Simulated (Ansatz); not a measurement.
**C₄H₄F₄: how energies converge with the basis set**

The task here is to estimate one member of a computed series from the others.

Program: Ansatz 0.2.0, Gaussian basis. Level of theory: one geometry, several basis sets. These are calculated values, not measurements.

Plan: PBE0-D4/def2-SVP; ωB97M-V/def2-SVP; PBE0-D4/def2-QZVPP; ωB97M-V/def2-QZVPP; the functionals' def2-TZVPP values are taken from earlier runs.

## The geometry

All runs share one geometry, relaxed beforehand with PBE0-D4 in a triple-zeta def2 set.

SMILES `FC/C=C(/F)C(F)F`, 12 atoms, charge 0, spin multiplicity 1.

Atoms are counted from 1 here; the program's logs count them from 0.

Bond lengths: F1–C2 1.377 Å, C2–C3 1.484 Å, C2–H9 1.096 Å, C2–H10 1.096 Å, C3–C4 1.323 Å, C3–H11 1.087 Å, C4–F5 1.338 Å, C4–C6 1.496 Å, C6–F7 1.357 Å, C6–F8 1.356 Å, C6–H12 1.088 Å. Angles: F1–C2–C3 114.1°, F1–C2–H9 107.6°, F1–C2–H10 107.6°, C3–C2–H9 109.7°, C3–C2–H10 109.7°, H9–C2–H10 107.9°, C2–C3–C4 130.3°, C2–C3–H11 113.7°, C4–C3–H11 115.9°, C3–C4–F5 119.1°, C3–C4–C6 129.5°, F5–C4–C6 111.4°, C4–C6–F7 109.4°, C4–C6–F8 109.3°, C4–C6–H12 112.8°, F7–C6–F8 107.1°, F7–C6–H12 109.1°, F8–C6–H12 109.1°.

Set-up of the first run:

File in.yaml:

```yaml
crystal:
  periodic: [false, false, false]
  atoms:
    - {symbol: F, position_ang: [-0.356797, -0.396021, -1.875388]}
    - {symbol: C, position_ang: [-0.970004, -1.108932, -0.869136]}
    - {symbol: C, position_ang: [-0.581022, -0.683740, 0.498873]}
    - {symbol: C, position_ang: [0.252562, 0.262896, 0.896714]}
    - {symbol: F, position_ang: [0.437750, 0.457692, 2.207374]}
    - {symbol: C, position_ang: [1.073352, 1.213001, 0.083040]}
    - {symbol: F, position_ang: [0.732753, 2.487243, 0.400625]}
    - {symbol: F, position_ang: [2.383377, 1.060234, 0.399765]}
    - {symbol: H, position_ang: [-2.053094, -0.998296, -0.996321]}
    - {symbol: H, position_ang: [-0.720846, -2.166710, -1.012290]}
    - {symbol: H, position_ang: [-1.068222, -1.250299, 1.288416]}
    - {symbol: H, position_ang: [0.946990, 1.067733, -0.987571]}
basis:
  gaussian: {orbitals: def2-SVP}
hamiltonian: {xc: pbe0, dispersion: d4}
output: {orbitals: {seedname: orbitals}}
```

On the command line:

```
$ ansatz run in.yaml --threads 8 --pin off --events-out ev --progress --plain --max-ram 18278MiB
```

Steps of the session up to this table: PBE0-D4 in def2-SVP; ωB97M-V in def2-SVP; PBE0-D4 in def2-QZVPP; ωB97M-V in def2-QZVPP.

One table of the session follows, with a row left open; its other results are not shown here.

It belongs to the step «Density functionals: the series». 

```
functional       basis  HOMO (eV)  LUMO (eV)
   PBE0-D4    def2-SVP      -7.96      -0.36
   PBE0-D4  def2-TZVPP      -8.05      -0.52
   PBE0-D4  def2-QZVPP      -8.08      -0.59
   ωB97M-V    def2-SVP          ?          ?
   ωB97M-V  def2-TZVPP     -10.30       1.66
   ωB97M-V  def2-QZVPP     -10.34       1.56
```

Estimate the missing values for ωB97M-V, def2-SVP.

As computed: HOMO (eV): -10.19; LUMO (eV): 1.89. In the column «HOMO (eV)» it lies between ωB97M-V, def2-TZVPP (-10.30) and PBE0-D4, def2-QZVPP (-8.08).
